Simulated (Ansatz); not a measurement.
# NiS: the cost of one run

Method: the levels named in each step, in Ansatz 0.2.0.

## (1) Starting point

Bond lengths: S1–Ni2 2.000 Å.

As a file:

```xyz
2

S     0.0000    0.0000    0.0000
Ni    0.0000    0.0000    1.9996
```

## (2) A rough first relaxation, PBE-D4/def2-SVP

This run stands in another session on the same molecule. It ended at:

```xyz
2

S     0.0000    0.0000    0.0156
Ni    0.0000    0.0000    1.9840
```

## (3) Relaxation, HF/STO-3G

input.yaml

```yaml
crystal:
  periodic: [false, false, false]
  atoms:
    - { symbol: S, position_ang: [1.0e-08, 0.0, 0.01560203] }
    - { symbol: Ni, position_ang: [-1.0e-08, 0.0, 1.98402797] }
magnetization:
  spin_polarized: true
  initial_magnetization: 2
basis:
  gaussian: { orbitals: STO-3G }
hamiltonian:
  xc: hf
relax:
  f_tol: 0.002
  max_steps: 150
```

The run is started by

```bash
ansatz run input.yaml --threads 2 --pin off --max-ram 5120MiB --backend cpu --events-out ev --progress --plain --runs-dir out
```

Q: Estimate wall time and peak memory on 2 threads of Intel Xeon at 2.70GHz, shared host.

About 8.6 s, with a peak of 0.1 GiB.
